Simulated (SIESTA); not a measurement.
Crystal: Cd3Se.

```
Cd Se
1.0
    -2.04095    2.04095    6.08708
     2.04095   -2.04095    6.08708
     2.04095    2.04095   -6.08708
Cd Se
3 1
Direct
  0.50000 0.50000 0.00000
  0.25000 0.75000 0.50000
  0.75000 0.25000 0.50000
  0.00000 0.00000 0.00000
```

The cell comes from a database or a generator and needn't be the stable form of this composition.

| Quantity | Value |
| --- | --- |
| Program | SIESTA 5.4.2 |
| Task | single point |
| Functional | PBEsol |
| Potentials or basis | PseudoDojo 0.4 standard (PBEsol files) |
| Basis | DZP (energy shift 0.003 Ry; two zetas on semicore shells) |
| Grid cutoff | 800 Ry |
| Energy shift | 0.003 Ry |
| k mesh | 9 × 9 × 9 |
| Occupations | fermi-dirac, width 0.05 eV |
| Spin | no spin polarisation |

On this cell: pressure -4.7 GPa; largest force under 0.003 eV/Å; band gap on the k mesh none (metal or under the smearing width).

The same run follows on a disturbed copy (atoms moved at random, drawn with an rms of 0.05 Å):

```xyz
4
Lattice="-2.0410 2.0410 6.0871 2.0410 -2.0410 6.0871 2.0410 2.0410 -6.0871" Properties=species:S:1:pos:R:3 pbc="T T T"
Cd    0.0705    0.0134    6.0730
Cd    2.0410    0.0093    3.0861
Cd   -0.0166    2.0243    3.0658
Se    0.0394    0.0466    0.0112
```

Task: What does the disturbed cell give?

Result: The energy (extrapolated to zero smearing) moves by +0.8 meV/atom; pressure -4.6 GPa; largest force 0.105 eV/Å; band gap on the k mesh none (metal or under the smearing width).

Forces on the atoms (eV/Å):
```
Cd  -0.063  0.053  0.000
Cd  -0.054 -0.088 -0.016
Cd   0.051  0.077 -0.022
Se   0.066 -0.043  0.038
```

Stress tensor (GPa, compression positive):
```
-5.02 -0.02 -0.06
-0.02 -5.08 -0.05
-0.06 -0.05 -3.76
```

Caveats: the basis of atomic orbitals isn't converged, which shifts pressures, moduli and gaps.
